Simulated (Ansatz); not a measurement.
I need a single point in a Gaussian basis of CH₉NSiSn, SMILES [NH2][SnH2][CH2][SiH3]. Use Ansatz 0.2.0 through its Python package. Level of theory: LC-wPBE, def2-TZVP basis, multiplicity 1.

```xyz
13

N    -1.8634    1.2018   -0.6245
Sn   -1.3327   -0.6983   -0.2731
C     0.7726   -0.8294   -0.4183
Si    1.6519    0.3255    0.8461
H    -1.5223    1.8190    0.1236
H    -1.4209    1.5628   -1.5090
H    -1.8129   -1.1637    1.3384
H    -2.0139   -1.7390   -1.4685
H     1.1359   -0.5212   -1.3812
H     1.1251   -1.8723   -0.1747
H     1.1155   -0.0596    2.2188
H     3.0612    0.2142    0.7903
H     1.1242    1.7255    0.5469
```

`ch9nsisn_energy.py`:
```python
"""Electronic structure of the CH9NSiSn molecule."""

from pathlib import Path
import warnings

import ansatz


def main() -> None:
    warnings.simplefilter("ignore", ansatz.DeckWarning)

    geometry_ang = [
        ("N", [-1.8634, 1.2018, -0.6245]),
        ("Sn", [-1.3327, -0.6983, -0.2731]),
        ("C", [0.7726, -0.8294, -0.4183]),
        ("Si", [1.6519, 0.3255, 0.8461]),
        ("H", [-1.5223, 1.819, 0.1236]),
        ("H", [-1.4209, 1.5628, -1.509]),
        ("H", [-1.8129, -1.1637, 1.3384]),
        ("H", [-2.0139, -1.739, -1.4685]),
        ("H", [1.1359, -0.5212, -1.3812]),
        ("H", [1.1251, -1.8723, -0.1747]),
        ("H", [1.1155, -0.0596, 2.2188]),
        ("H", [3.0612, 0.2142, 0.7903]),
        ("H", [1.1242, 1.7255, 0.5469]),
    ]
    mol = ansatz.Crystal.molecule()
    for symbol, xyz in geometry_ang:
        mol = mol.atom(symbol, xyz)

    setup = (
        mol.calculation()
        .basis(gaussian="def2-TZVP")
        .functional("lc_wpbe")
        .orbitals()
    )
    print(setup.to_yaml())
    out = setup.run(runs_dir="runs")
    summary = out.report

    print(f"E = {summary['free_energy_ev']:.6f} eV = {summary['free_energy_ev'] / 27.211386246:.7f} Ha")
    print("converged:", summary["converged"], " doubts:", summary["published_state_doubts"] or "none")

    lines = Path(summary["orbitals_path"]).read_text().splitlines()
    field_of = lambda key: [line.split("=")[1].strip() for line in lines if line.startswith(key)]
    orbitals = [(27.211386 * float(e), s, float(n)) for e, s, n in zip(field_of("Ene="), field_of("Spin="), field_of("Occup="))]
    homo = max(e for e, _, n in orbitals if n > 0.5)
    lumo = min(e for e, _, n in orbitals if n < 0.5)
    print(f"HOMO {homo:.3f} eV, LUMO {lumo:.3f} eV, gap {lumo - homo:.3f} eV")


if __name__ == "__main__":
    main()
```

```console
$ python ch9nsisn_energy.py
crystal:
  periodic: [false, false, false]
  atoms:
    - { symbol: "N", position_ang: [-1.8634, 1.2018, -0.6245] }
    - { symbol: Sn, position_ang: [-1.3327, -0.6983, -0.2731] }
    - { symbol: C, position_ang: [0.7726, -0.8294, -0.4183] }
    - { symbol: Si, position_ang: [1.6519, 0.3255, 0.8461] }
    - { symbol: H, position_ang: [-1.5223, 1.819, 0.1236] }
    - { symbol: H, position_ang: [-1.4209, 1.5628, -1.509] }
    - { symbol: H, position_ang: [-1.8129, -1.1637, 1.3384] }
    - { symbol: H, position_ang: [-2.0139, -1.739, -1.4685] }
    - { symbol: H, position_ang: [1.1359, -0.5212, -1.3812] }
    - { symbol: H, position_ang: [1.1251, -1.8723, -0.1747] }
    - { symbol: H, position_ang: [1.1155, -0.0596, 2.2188] }
    - { symbol: H, position_ang: [3.0612, 0.2142, 0.7903] }
    - { symbol: H, position_ang: [1.1242, 1.7255, 0.5469] }
basis:
  gaussian:
    orbitals: def2-TZVP
hamiltonian:
  xc: lc_wpbe
output:
  orbitals: {}

E = -16380.778165 eV = -601.9824943 Ha
converged: True  doubts: none
HOMO -9.859 eV, LUMO 1.996 eV, gap 11.855 eV
```

Notes:
- Total energies depend on the basis set; only differences at equal settings carry meaning.
- The geometry is a force-field or estimated start, not a minimum of this method, and the basis set is short of its limit.
- def2 sets replace the cores of elements past krypton by effective core potentials.
- Levels such as HOMO and LUMO are orbital energies: with these approximate functionals they aren't the ionisation energy and electron affinity, and their gap isn't the fundamental gap.
- Wall time of the script: 7.5 s on 1 thread of Arm Neoverse V2, on a shared host, peak memory 0.44 GiB.

(Lines on the test bed's own set-up are left out of the output.)
